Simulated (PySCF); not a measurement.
**ErO: bond curves at several levels of theory**

The task here is to estimate one member of a computed series from the others.

Computed with PySCF 2.14.0. Level: Er x2c-SVPall, O x2c-SVPall, spin-free X2C with a Gaussian nucleus.

Set-up of the first run:

Settings of the job:

```yaml
atoms: Er, O
charge: 0
basis: Er x2c-SVPall, O x2c-SVPall
Hamiltonian: spin-free X2C with a Gaussian nucleus
basis_functions: 99
electrons_treated: 76
masses_in_u: 165.9303, 15.9949
levels: PBE0, PBE, r²SCAN, TPSSh, LDA, HF, MP2, SCS-MP2
grid: 80 radial by 434 angular points
occupations: held fixed by the projection of orbital angular momentum
dissociation_limit: Er + O, each in its ground configuration
starting_distance_in_angstrom: 1.923
values_of_2S_to_try: 0, 2, 4
```

Started as:

```console
$ OMP_NUM_THREADS=2 python dia.py task.json out
```

Among the steps run: Set-up; First curve: PBE0; Excited determinants; PBE; r²SCAN (meta-GGA); TPSSh; LDA; UHF (mean field).

One table of the session follows, with a row left open; its other results are not shown here.

It belongs to the step «Constants by level of theory». 

```
      level  Re (Å)  ωe (cm⁻¹)  De (eV)
        UHF   1.797        894     5.86
    UHF-MP2   1.784        862     5.66
UHF-SCS-MP2   1.791        861     5.65
        LDA   1.809        758     6.94
        PBE   1.830        734     5.57
     r²SCAN   1.796        831     6.23
      TPSSh       ?          ?        ?
       PBE0   1.783        873     5.43
```

Estimate the missing values for TPSSh.

The run gave: Re (Å): 1.798; ωe (cm⁻¹): 832; De (eV): 5.53. In the column «Re (Å)» it lies between UHF (1.797) and LDA (1.809).

De is counted to Er + O in their ground configurations.

To keep in mind: At some levels the lowest empty orbital lies below the highest filled one (the two can be of opposite spin).
